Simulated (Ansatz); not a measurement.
# InCl₃: basis-set convergence

The task here is to estimate one member of a computed series from the others.

Program: Ansatz 0.2.0, Gaussian basis. Level of theory: one geometry, several basis sets. These are calculated values, not measurements.

Plan: PBE0-D4/def2-SVP; ωB97M-V/def2-SVP; PBE0-D4/def2-QZVPP; ωB97M-V/def2-QZVPP; the functionals' def2-TZVPP values are taken from earlier runs.

## Structure used throughout

An earlier PBE0-D4 in a triple-zeta def2 set relaxation fixed the geometry. In takes the def2 core potential; no spin-orbit term is included.

SMILES `[Cl][In]([Cl])[Cl]`, 4 atoms, charge 0, spin multiplicity 1.

Atoms are counted from 1 here; the program's logs count them from 0.

Bond lengths: Cl1–In2 2.293 Å, In2–Cl3 2.293 Å, In2–Cl4 2.293 Å. Angles: Cl1–In2–Cl3 120.0°, Cl1–In2–Cl4 120.0°, Cl3–In2–Cl4 120.0°.

Coordinates:

```
atom    x (Å)    y (Å)    z (Å)
 Cl1  -0.2029   0.5215   2.2136
 In2   0.0144  -0.0148  -0.0053
 Cl3   1.0159  -1.9852  -0.6153
 Cl4  -0.7720   1.4183  -1.6132
```

Set-up of the first run:

in.yaml reads:

```yaml
crystal:
  periodic: [false, false, false]
  atoms:
    - {symbol: Cl, position_ang: [-0.202939, 0.521451, 2.213561]}
    - {symbol: In, position_ang: [0.014396, -0.014832, -0.005252]}
    - {symbol: Cl, position_ang: [1.015911, -1.985201, -0.615343]}
    - {symbol: Cl, position_ang: [-0.771970, 1.418281, -1.613166]}
basis:
  gaussian: {orbitals: def2-SVP}
hamiltonian: {xc: pbe0, dispersion: d4}
output: {orbitals: {seedname: orbitals}}
```

Among the steps run: PBE0-D4 in def2-SVP; ωB97M-V in def2-SVP; PBE0-D4 in def2-QZVPP; ωB97M-V in def2-QZVPP.

One table of the session follows, with a row left open; its other results are not shown here.

It belongs to the step «Density functionals: the series». 

```
functional       basis  HOMO (eV)  LUMO (eV)
   PBE0-D4    def2-SVP      -9.28      -2.77
   PBE0-D4  def2-TZVPP      -9.46      -2.89
   PBE0-D4  def2-QZVPP      -9.48      -2.93
   ωB97M-V    def2-SVP     -11.48      -0.68
   ωB97M-V  def2-TZVPP     -11.74      -0.91
   ωB97M-V  def2-QZVPP          ?          ?
```

Estimate the missing values for ωB97M-V, def2-QZVPP.

**Answer.** HOMO (eV): -11.78; LUMO (eV): -1.02. In the column «HOMO (eV)» it is the lowest.
